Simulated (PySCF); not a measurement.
# [La(NH3)]2+: other functionals and bases at one geometry

One table from this session's results is given with a row withheld; the runs are named, their logs left out.

Program: PySCF 2.14.0. Level of theory: several levels, as the steps say, no spin–orbit coupling. These are calculated values, not measurements.

1 further run of the same task is left out (for a known fault of the program).

### The system as given

5 atoms, charge 2, spin multiplicity 1.

Bond lengths: La1–N2 2.699 Å, N2–H3 1.029 Å, N2–H4 1.029 Å, N2–H5 1.029 Å. Angles: La1–N2–H3 115.3°, La1–N2–H4 115.3°, La1–N2–H5 115.3°, H3–N2–H4 103.1°, H3–N2–H5 103.1°, H4–N2–H5 103.1°.

Coordinates:

```
La    0.00000    0.00000   -0.27149
N     0.00000    0.00000    2.42759
H     0.93090    0.00004    2.86718
H    -0.46548    0.80617    2.86718
H    -0.46542   -0.80620    2.86718
```

Formal oxidation states: La +2. Each metal's 1 4f electrons lie in its core potential, so multiplicities, spins and levels count the valence alone. For divalent La, Ce, Gd or Lu the extra electron is normally 5d or 6s, so this core forces an excited configuration. An earlier session relaxed this geometry at PBE0, La lcecp-0-SVP with ECP47, N def2-SVP, H def2-SVP (singlet, point group C3v).

At PBE0 on the finer grid: E = -81.998908 Eh, frontier levels not given, since the 4f levels lie in the core, Mulliken charge on La1 +1.75 e, largest force component 0.002 eV/Å. 

Levels to run: r2SCAN; HF; PBE0, TZVP. Hardware: 2 threads of AMD EPYC 7R43 (Zen 3), shared host.

The first run:

File run.py (the lines that set the calculation):

```python
mol = gto.M(atom='''
La     0.00000     0.00000    -0.27149
N      0.00000     0.00000     2.42759
H      0.93090     0.00004     2.86718
H     -0.46548     0.80617     2.86718
H     -0.46542    -0.80620     2.86718''',
    basis={'La': 'lcecp-0-SVP', 'N': 'def2-SVP', 'H': 'def2-SVP'},
    ecp={'La': 'lcecp-0-SVP'},
    charge=2, spin=0)
mf = dft.RKS(mol, xc='R2SCAN')
mf.grids.atom_grid = (75, 302)  # f atoms: unpruned, at least (60, 302)
mf = mf.density_fit()  # fitting sets: La AutoAux, N def2-universal-JKFIT, H def2-universal-JKFIT
mf.conv_tol = 1e-08; mf.max_cycle = 55
mf.kernel(dm0)  # dm0: the density of the relaxed state
```

Launch:

```console
> OMP_NUM_THREADS=2 python run.py
```

Steps of the session up to this table: r2SCAN; HF; PBE0, TZVP.

One table of the session follows, with a row left open; its other results are not shown here.

| level | dipole (D) | largest force component (eV/Å) |
| --- | --- | --- |
| PBE0 (relaxed here) | 1.84 | 0.00 |
| r2SCAN | ? | ? |
| HF | 1.40 | 1.14 |
| PBE0, TZVP | 1.86 | 0.40 |

**Question.** Estimate the row for r2SCAN.

As computed: dipole (D): 1.83; largest force component (eV/Å): 0.08. In the column «dipole (D)» it lies between HF (1.40) and PBE0 (relaxed here) (1.84).

The dipole of a charged species depends on the origin, so these sizes hold for this origin alone.

The largest leftover force, 1.14 eV/Å with HF, stands at a geometry relaxed at another level. With 4f in the core, its levels are missing from HOMO and gap, and its count is fixed, so no charge can pass from the ligands into it. Total energies of different levels can't be compared.
